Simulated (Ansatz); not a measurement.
# Ca2SeO: the cost of one run

Program: Ansatz 0.2.0. Level of theory: reference: DFT, r2SCAN, plane waves, PAW. These are calculated values, not measurements.

1 further run of the same task is left out (for a known fault of the program).

**1. The structure to begin with**

Symmetry: R-3m, No. 166, trigonal system. The conventional cell has a = 3.769 Å, b = 3.769 Å, c = 18.876 Å, α = 90.00°, β = 90.00°, γ = 120.00°. O (site symmetry -3m) has 6 Ca at 2.54 Å as nearest neighbours. Se (site symmetry -3m) has 6 Ca at 2.85 Å as nearest neighbours. Ca (site symmetry 3m) has 3 O at 2.54 Å and 3 Se at 2.85 Å as nearest neighbours.

Coordinates:

```cif
data_structure
_symmetry_space_group_name_H-M 'P 1'
_symmetry_Int_Tables_number 1
_cell_length_a 6.6577
_cell_length_b 6.6577
_cell_length_c 6.6577
_cell_angle_alpha 32.887
_cell_angle_beta 32.887
_cell_angle_gamma 32.887
_cell_volume 77.42
loop_
_atom_site_label
_atom_site_type_symbol
_atom_site_fract_x
_atom_site_fract_y
_atom_site_fract_z
_atom_site_occupancy
O1 O 0.00000 0.00000 0.00000 1
Se1 Se 0.50000 0.50000 0.50000 1
Ca1 Ca 0.26397 0.26397 0.26397 1
Ca2 Ca 0.73603 0.73603 0.73603 1
```

**2. The reference run**

input.yaml reads:

```yaml
crystal:
  lattice:
    - [1.8846278427, 1.0880903923, 6.2920270347]
    - [-1.8846278427, 1.0880903923, 6.2920270347]
    - [0.0, -2.1761807846, 6.2920270347]
  atoms:
    - { symbol: O, position: [1.0, 0.0, 0.0] }
    - { symbol: Se, position: [0.5, 0.5, 0.5] }
    - { symbol: Ca, position: [0.2639739702, 0.2639739702, 0.2639739702] }
    - { symbol: Ca, position: [0.7360260298, 0.7360260298, 0.7360260298] }
kpoints:
  mp_grid: { grid: [6, 6, 6] }
hamiltonian:
  xc: r2scan
scf:
  occupations: { method: fixed }
  n_extra_bands: 5
output:
  forces: true
  stress: true
  eigenvalues: true
```

Launch:

```bash
> ansatz run input.yaml --threads 4 --pin off --max-ram 3686MiB --backend cpu --events-out ev --progress --plain --runs-dir out
```

**Question.** How long does this run take on 4 threads of Arm Neoverse N1, shared host, and how much memory does it need?

About 5.2 s, with a peak of 0.6 GiB.
